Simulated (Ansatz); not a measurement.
# AlGa₂H (triplet): wave-function methods side by side at distance Al2–H4 = 1.465 Å, cc-pVDZ

One table from this session's results is given with a row withheld; the runs are named, their logs left out.

Program: Ansatz 0.2.0, Gaussian basis. Level of theory: cc-pVDZ, core rule «outside noble gas», up to 33 orbitals frozen. These are calculated values, not measurements.

The runs, in order: UHF; CCSD(T) on ROHF; CCSD(T) on UHF; BCCD(T) on ROHF; CISD; CCSDT(Q) on ROHF; CCSDT(Q) on UHF; CASSCF and MRCISD+Q, 4 electrons in 4 orbitals; CASSCF and NEVPT2, 4 electrons in 4 orbitals.

35 further runs of the same task are left out: 4 for a mislabelled method, 3 for a known fault of the program, 20 that didn't finish, 8 set aside as unsound or not needed.

## The system

The geometry derives from a PBE0/def2-TZVP stationary point (not a proven minimum). One bond is set to the value named and the two fragments are kept rigid. No spin-orbit coupling is included. The filled d shell of Ga may be among the frozen orbitals whatever the setting's name suggests; the logs give the count.

4 atoms, charge 0, spin multiplicity 3.

Atoms are counted from 1 here; the program's logs count them from 0.

Bond lengths: Ga1–Al2 2.555 Å, Al2–Ga3 2.555 Å, Al2–H4 1.465 Å. Angles: Ga1–Al2–Ga3 72.4°, Ga1–Al2–H4 52.9°, Ga3–Al2–H4 52.9°.

Set-up of the first run:

Contents of in.yaml:

```yaml
crystal:
  periodic: [false, false, false]
  atoms:
    - {symbol: Ga, position_ang: [-0.002865, 0.338052, 1.508986]}
    - {symbol: Al, position_ang: [-0.021111, -1.723333, 0.000000]}
    - {symbol: Ga, position_ang: [-0.002865, 0.338052, -1.508986]}
    - {symbol: H, position_ang: [0.961481, -0.636716, 0.000000]}
basis:
  gaussian: {orbitals: cc-pVDZ}
magnetization: {spin_polarized: true, initial_magnetization: 2}
hamiltonian: {xc: hf}
output: {orbitals: {seedname: orbitals}}
```

Launch:

```
$ ansatz run in.yaml --threads 1 --pin off --events-out ev --progress --plain --max-ram 2393MiB
```

Among the steps run: UHF; CCSD(T) on ROHF; CCSD(T) on UHF; BCCD(T) on ROHF; CISD; CCSDT(Q) on ROHF; CCSDT(Q) on UHF; CASSCF and MRCISD+Q, 4 electrons in 4 orbitals; CASSCF and NEVPT2, 4 electrons in 4 orbitals.

One of the session's tables, all rows but one given; the rest of the session is left out.

```
       method  from RCCSDT(Q) (kcal/mol)
         ROHF                    +135.93
          UHF                    +129.83
         RMP2                     +29.80
         UMP2                     +35.00
        RCCSD                      +8.89
        UCCSD                      +8.62
     RCCSD(T)                          ?
     UCCSD(T)                      +1.90
      BCCD(T)                      +1.74
       RCCSDT                      +0.62
       UCCSDT                      +0.48
    RCCSDT(Q)                          0
    UCCSDT(Q)                      -0.16
  CASSCF pair                    +126.26
  NEVPT2 pair                     +29.55
  MRCISD pair                     +20.18
MRCISD+Q pair                      +3.79
```

**Question.** Estimate the row for RCCSD(T).

**Answer.** from RCCSDT(Q) (kcal/mol): +1.77. In the column «from RCCSDT(Q) (kcal/mol)» it lies between BCCD(T) (+1.74) and UCCSD(T) (+1.90).

Not comparable, so not listed: CISD (they don't share determinant, frozen orbitals or solution with the rows shown, or repeat one).

Limits of these values: Restricted and unrestricted rows rest on different reference determinants; where their highest levels disagree by more than a few hundredths of an eV, they describe different states and don't form one ladder.
